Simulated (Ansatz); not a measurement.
# AlBrH₆Si₂: basis-set convergence

An exercise on one series of results from a longer session: the logs are not shown, and one member is left open.

Method: one geometry, several basis sets; program: Ansatz 0.2.0, Gaussian basis.

Levels to be run: PBE0-D4/def2-SVP; ωB97M-V/def2-SVP; PBE0-D4/def2-QZVPP; ωB97M-V/def2-QZVPP; the functionals' def2-TZVPP values are taken from earlier runs.

**The relaxed structure**

An earlier PBE0-D4 in a triple-zeta def2 set relaxation fixed the geometry.

10 atoms, charge 0, spin multiplicity 1.

Atoms are counted from 1 here; the program's logs count them from 0.

Bond lengths: Al1–Si2 2.413 Å, Al1–Br4 2.627 Å, Al1–H5 1.581 Å, Al1–H6 1.581 Å, Si2–Si3 2.338 Å, Si2–Br4 2.384 Å, Si2–H7 1.491 Å, Si3–H8 1.487 Å, Si3–H9 1.485 Å, Si3–H10 1.489 Å. Angles: Si2–Al1–Br4 56.3°, Si2–Al1–H5 117.6°, Si2–Al1–H6 116.6°, Br4–Al1–H5 106.8°, Br4–Al1–H6 106.6°, H5–Al1–H6 125.5°, Al1–Si2–Si3 127.0°, Al1–Si2–Br4 66.4°, Al1–Si2–H7 123.0°, Si3–Si2–Br4 103.2°, Si3–Si2–H7 110.0°, Br4–Si2–H7 102.4°, Si2–Si3–H8 111.2°, Si2–Si3–H9 108.8°, Si2–Si3–H10 108.8°, H8–Si3–H9 109.7°, H8–Si3–H10 109.1°, H9–Si3–H10 109.3° and more.

Set-up of the first run:

in.yaml reads:

```yaml
crystal:
  periodic: [false, false, false]
  atoms:
    - {symbol: Al, position_ang: [-1.704616, 1.500846, 0.400479]}
    - {symbol: Si, position_ang: [0.110403, 0.363573, -0.711589]}
    - {symbol: Si, position_ang: [1.656532, -1.099797, 0.254317]}
    - {symbol: Br, position_ang: [-1.918254, -0.887318, -0.672994]}
    - {symbol: H, position_ang: [-2.600900, 2.473019, -0.466234]}
    - {symbol: H, position_ang: [-1.811934, 1.302899, 1.965548]}
    - {symbol: H, position_ang: [0.377585, 0.496210, -2.172214]}
    - {symbol: H, position_ang: [1.776732, -2.352715, -0.536698]}
    - {symbol: H, position_ang: [1.214040, -1.420559, 1.635201]}
    - {symbol: H, position_ang: [2.983511, -0.427358, 0.307084]}
basis:
  gaussian: {orbitals: def2-SVP}
hamiltonian: {xc: pbe0, dispersion: d4}
output: {orbitals: {seedname: orbitals}}
```

Among the steps run: PBE0-D4 in def2-SVP; ωB97M-V in def2-SVP; PBE0-D4 in def2-QZVPP; ωB97M-V in def2-QZVPP.

One table of the session follows, with a row left open; its other results are not shown here.

It belongs to the step «Density functionals: the series». 

| functional | basis | HOMO (eV) | LUMO (eV) |
| --- | --- | --- | --- |
| PBE0-D4 | def2-SVP | -7.32 | -1.51 |
| PBE0-D4 | def2-TZVPP | -7.26 | -1.60 |
| PBE0-D4 | def2-QZVPP | -7.26 | -1.64 |
| ωB97M-V | def2-SVP | ? | ? |
| ωB97M-V | def2-TZVPP | -9.19 | 0.21 |
| ωB97M-V | def2-QZVPP | -9.19 | 0.04 |

Estimate the missing values for ωB97M-V, def2-SVP.

**Answer.** HOMO (eV): -9.21; LUMO (eV): 0.42. In the column «HOMO (eV)» it is the lowest.
